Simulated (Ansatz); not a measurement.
# SrSiSb: the cost of one run

Program: Ansatz 0.2.0. Level of theory: reference: DFT PBE, plane waves, PAW, scalar-relativistic, no spin polarisation. These are calculated values, not measurements.

## (1) The starting structure

It takes space group P4/nmm (No. 129, tetragonal). The conventional cell has a = 4.291 Å, b = 4.291 Å, c = 8.295 Å, α = 90.00°, β = 90.00°, γ = 90.00°. Around Sr (site symmetry 4mm) lie 4 Si at 2.71 Å. Si (site symmetry -4m2) has 4 Sr at 2.71 Å and 4 Sb at 3.29 Å as nearest neighbours. Around Sb (site symmetry 4mm) lie 4 Sr at 3.15 Å and 4 Si at 3.29 Å.

Coordinates:

```cif
data_structure
_symmetry_space_group_name_H-M 'P4/nmm:1'
_symmetry_Int_Tables_number 129
_cell_length_a 4.2907
_cell_length_b 4.2907
_cell_length_c 8.2947
_cell_angle_alpha 90.000
_cell_angle_beta 90.000
_cell_angle_gamma 90.000
_cell_volume 152.70
loop_
_atom_site_label
_atom_site_type_symbol
_atom_site_symmetry_multiplicity
_atom_site_Wyckoff_symbol
_atom_site_fract_x
_atom_site_fract_y
_atom_site_fract_z
_atom_site_occupancy
Sr1 Sr 2 c 0.00000 0.50000 0.20000 1
Si1 Si 2 a 0.00000 0.00000 0.00000 1
Sb1 Sb 2 c 0.00000 0.50000 0.70000 1
```

## (2) Reference

input.yaml

```yaml
crystal:
  lattice:
    - [4.290673, 0.0, 0.0]
    - [0.0, 4.290673, 0.0]
    - [0.0, 0.0, 8.294713]
  atoms:
    - { symbol: Sr, position: [0.0, 0.5, 0.2] }
    - { symbol: Sr, position: [0.5, 0.0, 0.8] }
    - { symbol: Si, position: [0.0, 0.0, 0.0] }
    - { symbol: Si, position: [0.5, 0.5, 0.0] }
    - { symbol: Sb, position: [0.0, 0.5, 0.7] }
    - { symbol: Sb, position: [0.5, 0.0, 0.3] }
  symmetry: { tolerance: 0.0003 }
kpoints:
  mp_grid: { grid: [4, 4, 2], shift: [0, 0, 0] }
magnetization:
  spin_polarized: false
scf:
  occupations: { method: methfessel_paxton, width: 0.0693 }
hamiltonian:
  pseudopotentials: { kind: paw }
  xc: pbe
basis:
  ecutwfc: 420
output:
  forces: true
  stress: true
  eigenvalues: true
```

The run is started by

```sh
ansatz run input.yaml --threads 1 --pin off --max-ram 2560MiB --backend cpu --events-out ev --progress --plain --runs-dir out
```

What time and memory should one allow on 1 thread of Arm Neoverse V1, shared host?

About 5.1 s, with a peak of 0.39 GiB.
